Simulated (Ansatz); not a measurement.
# CH₅FGeOSe: up Jacob's ladder to CCSD(T)

One table from this session's results is given with a row withheld; the runs are named, their logs left out.

Computed with Ansatz 0.2.0, Gaussian basis. Level: functionals in def2-TZVPP, the program's frozen cores in correlated methods.

The runs, in order: PBE-D4, r2SCAN-D4, PBE0-D4, B3LYP-D4, ωB97X-V, ωB97M-V, B2PLYP; CCSD(T)/def2-TZVPP; MP2/def2-QZVPP; extrapolation to the limit.

## The relaxed structure

An earlier PBE0-D4 in a triple-zeta def2 set relaxation fixed the geometry.

SMILES `C[O][GeH]([F])[SeH]`, 10 atoms, charge 0, spin multiplicity 1.

Atoms are counted from 1 here; the program's logs count them from 0.

Bond lengths: C1–O2 1.414 Å, C1–H6 1.091 Å, C1–H7 1.096 Å, C1–H8 1.094 Å, O2–Ge3 1.753 Å, Ge3–F4 1.738 Å, Ge3–Se5 2.343 Å, Ge3–H9 1.527 Å, Se5–H10 1.469 Å. Angles: O2–C1–H6 107.5°, O2–C1–H7 111.8°, O2–C1–H8 111.3°, H6–C1–H7 108.6°, H6–C1–H8 108.7°, H7–C1–H8 108.9°, C1–O2–Ge3 121.1°, O2–Ge3–F4 107.4°, O2–Ge3–Se5 112.9°, O2–Ge3–H9 106.2°, F4–Ge3–Se5 104.7°, F4–Ge3–H9 109.4°, Se5–Ge3–H9 115.9°, Ge3–Se5–H10 90.0°.

Set-up of the first run:

Contents of in.yaml:

```yaml
crystal:
  periodic: [false, false, false]
  atoms:
    - {symbol: C, position_ang: [-0.758253, -1.013934, -0.979392]}
    - {symbol: O, position_ang: [0.565420, -0.958822, -0.484657]}
    - {symbol: Ge, position_ang: [1.105221, 0.380044, 0.510642]}
    - {symbol: F, position_ang: [1.047962, 1.813872, -0.470431]}
    - {symbol: Se, position_ang: [-0.339696, 0.825924, 2.300025]}
    - {symbol: H, position_ang: [-0.909565, -2.008082, -1.403194]}
    - {symbol: H, position_ang: [-1.496282, -0.857231, -0.184561]}
    - {symbol: H, position_ang: [-0.920290, -0.268688, -1.764406]}
    - {symbol: H, position_ang: [2.554664, 0.078494, 0.882654]}
    - {symbol: H, position_ang: [-0.849171, 2.008434, 1.593320]}
basis:
  gaussian: {orbitals: def2-TZVPP}
hamiltonian: {xc: pbe, dispersion: d4}
output: {forces: true, orbitals: {seedname: orbitals}}
```

Run with:

```console
ansatz run in.yaml --threads 2 --pin off --events-out ev --progress --plain --max-ram 22528MiB --backend cpu
```

Among the steps run: PBE-D4 (GGA); r2SCAN-D4 (meta-GGA); PBE0-D4 (hybrid); B3LYP-D4 (hybrid); ωB97X-V (range-separated); ωB97M-V (range-separated); B2PLYP (double hybrid); CCSD(T) in def2-TZVPP; MP2 in def2-QZVPP.

One of the session's tables, all rows but one given; the rest of the session is left out.

```
            method  atomisation energy (kJ/mol)
            PBE-D4                       3448.5
         r2SCAN-D4                            ?
           PBE0-D4                       3368.6
          B3LYP-D4                       3370.5
           ωB97X-V                       3408.5
           ωB97M-V                       3378.8
            B2PLYP                       3346.9
     HF/def2-TZVPP                       2372.3
    MP2/def2-TZVPP                       3387.5
   CCSD/def2-TZVPP                       3264.2
CCSD(T)/def2-TZVPP                       3323.4
           MP2/CBS                       3475.7
       CCSD(T)/CBS                       3411.5
```

Estimate the missing values for r2SCAN-D4.

The run gave: atomisation energy (kJ/mol): 3405.9. In the column «atomisation energy (kJ/mol)» it lies between MP2/def2-TZVPP (3387.5) and ωB97X-V (3408.5).

Caveats from the session: Free atoms (1 C, 1 O, 1 Ge, 1 F, 1 Se, 5 H) were run apart at each level; the atomisation energy is their sum less the molecule, without zero-point or spin-orbit terms.
